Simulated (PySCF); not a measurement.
# C2H9GaO: the cost of one run

The runs use PySCF 2.14.0, with density-fitted response routines of our own; the level of theory stands in each step. All values are computed, except where a source is named. Atoms count from 0, in the outputs and in this text.

## 1. The molecule as given

13 atoms, charge 0, multiplicity 1; geometry from: GFN2-xTB. The atoms were then displaced at random by about 0.01 Å, so the start is not that level's minimum.

Bonds of the start (Å): C0–O1 1.39, O1–C2 1.42, O1–Ga3 2.12, C0–H4 1.09, C0–H5 1.12, C0–H6 1.09, C2–H7 1.09, C2–H8 1.06, C2–H9 1.10, Ga3–H10 1.52, Ga3–H11 1.55, Ga3–H12 1.54.

## 2. Relaxing the molecule at PBE0-D3(BJ)/def2-SVP

The job: settings as JSON, then the geometry in Å.

```
{"job": {"xc": "PBE0", "basis": "def2-SVP", "d3": "d3bj", "grid": 1, "shake": 0.01, "kind": "geom"}, "charge": 0, "multiplicity": 1}
C     -0.299160     1.474220     0.031110
O     -0.115440     0.100570    -0.087980
C     -1.301690    -0.668930     0.087880
Ga     1.760700    -0.883260    -0.156100
H     -0.712040     1.750250     1.006340
H     -1.020940     1.849630    -0.745460
H      0.662480     1.969070    -0.117040
H     -1.695750    -0.488370     1.082960
H     -2.024710    -0.422430    -0.653640
H     -0.982540    -1.714350     0.015640
H      2.566930     0.326200    -0.601430
H      1.345580    -1.968300    -1.187450
H      1.822410    -1.341190     1.314840
```

Command:

```
OMP_NUM_THREADS=1 python probes_run.py task.json out
```

This one command runs all jobs of the session in turn.

**Question.** How long does this first job take on 1 thread of Arm Neoverse V1, shared host, and how much memory does it need?

About 78 s, with a peak of 0.51 GiB.
